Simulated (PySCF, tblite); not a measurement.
# C5H4F2O2: geometry, infrared bands and NMR shifts

Aim: predict the infrared bands and NMR shifts of C5H4F2O2 (`O=C(F)[C@H]1C[C@H]1C(=O)F`).

The runs use tblite 0.8.0 and PySCF 2.14.0, with density-fitted response routines of our own; the level of theory stands in each step. All values are computed, except where a source is named. Atoms count from 0, in the outputs and in this text.

### 1 Starting geometry

13 atoms, charge 0, multiplicity 1; geometry from: force field or distance geometry start.

Bonds of the start (Å): O0–C1 1.20, C1–F2 1.38, C1–C3 1.46, C3–C4 1.48, C4–C5 1.50, C5–C6 1.47, C6–O7 1.20, C6–F8 1.39, C5–C3 1.51, C3–H9 1.16, C4–H10 1.13, C4–H11 1.11, C5–H12 1.14.

### 2 Optimising the geometry with GFN2-xTB

The job: settings as JSON, then the geometry in Å.

```
{"job": {"kind": "relax", "xc": "GFN2-xTB", "basis": "xTB"}, "charge": 0, "multiplicity": 1}
O     -0.272300     2.135900    -0.487400
C     -1.050600     1.358700     0.001200
F     -2.159400     1.916300     0.599700
C     -0.951100    -0.097100     0.071700
C     -0.244500    -0.946100    -0.914500
C      0.397700    -0.680900     0.411400
C      1.626000     0.122500     0.376400
O      1.936700     0.988100    -0.395800
F      2.562200    -0.144200     1.365800
H     -1.839600    -0.644900     0.574200
H     -0.595500    -2.012600    -1.008800
H      0.229900    -0.505900    -1.819300
H      0.356200    -1.489300     1.207500
```

Run with:

```sh
$ OMP_NUM_THREADS=1 python probes_run.py task.json out
```

This one command runs all jobs of the session in turn.

**Question.** This job is followed by: GFN2-xTB harmonic vibrations, gas phase; GIAO PBE0/pcSseg-1 NMR shielding, non-relativistic, gas phase. Predict these results of the whole session: strongest single infrared mode (GFN2-xTB); zero-point energy (GFN2-xTB); ¹³C shifts against TMS (PBE0/pcSseg-1, means over atoms taken as alike); ¹H shifts against TMS (PBE0/pcSseg-1, means over atoms taken as alike); ¹⁷O shifts against H2O (PBE0/pcSseg-1, means over atoms taken as alike); ¹⁹F shifts against CFCl3 (PBE0/pcSseg-1, means over atoms taken as alike); surface potential, 1st and 99th percentile.

The runs gave:

| quantity | value |
| --- | --- |
| strongest single infrared mode (GFN2-xTB) | 1888 cm⁻¹, 670 km/mol |
| zero-point energy (GFN2-xTB) | 52.1 kcal/mol |
| ¹³C shifts against TMS (PBE0/pcSseg-1, means over atoms taken as alike) | 166.7, 24.0, 17.9 ppm |
| ¹H shifts against TMS (PBE0/pcSseg-1, means over atoms taken as alike) | 2.33, 1.93, 1.55 ppm |
| ¹⁷O shifts against H2O (PBE0/pcSseg-1, means over atoms taken as alike) | 451.8 ppm |
| ¹⁹F shifts against CFCl3 (PBE0/pcSseg-1, means over atoms taken as alike) | 70.6 ppm |
| surface potential, 1st and 99th percentile | -1.51 V and 1.75 V |

What this shows: Relaxing lowered the energy by 0.510 eV in 59 steps; the close pair that moved most is C3–H9, from 1.158 to 1.083 Å. All 33 modes are real, so the xTB geometry is a minimum. The strongest single mode, at 1888 cm⁻¹, is carried by C6, C1, O7, O0. Unscaled tight-binding wavenumbers are off by several per cent, some by more. Its intensities can rank the bands wrongly. At PBE0/pcSseg-1: Shielding is most anisotropic at O0, O7 (span 650 ppm, paramagnetic term -518 ppm). At PBE0/pcSseg-1, counted by nearest atom on the grid, the HOMO lies on O0, O7 about 36 % each, the LUMO on C1, C6 about 20 % each; O0, O7 about 13 % each.
